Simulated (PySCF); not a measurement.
F2Ge, in a box:

```xyz
3
Lattice="11.0000 0.0000 0.0000 0.0000 12.0000 0.0000 0.0000 0.0000 10.0000" Properties=species:S:1:pos:R:3 pbc="T T T"
F     4.8563    4.8041    4.6251
Ge    6.1697    5.6107    5.4428
F     5.5598    7.2380    5.2867
```

Program: PySCF 2.14.0. Alike in all runs: task atomic charges; potentials or basis pob-tzvp-rev2 (all-electron); no spin polarisation; cell as given; k mesh 1 × 1 × 1; smearing fixed. Hardware: 2 threads of Intel(R) Xeon(R) Processor @ 2.70GHz (shared host).

Question: Order these runs on this cell by their wall time, lowest first.
A. level CAM-B3LYP; three-centre integrals read from an earlier run's file; exxdiv ewald
B. level r2SCAN+D3(BJ); three-body dispersion term no; three-centre integrals read from an earlier run's file
C. level PBE

Answer: B (11 s), C (25 s), A (87 s).

Caveats: relativity is left out, which matters for the heavier elements; these D3(BJ) parameters were fitted with the three-body term, which the run leaves out (some runs).
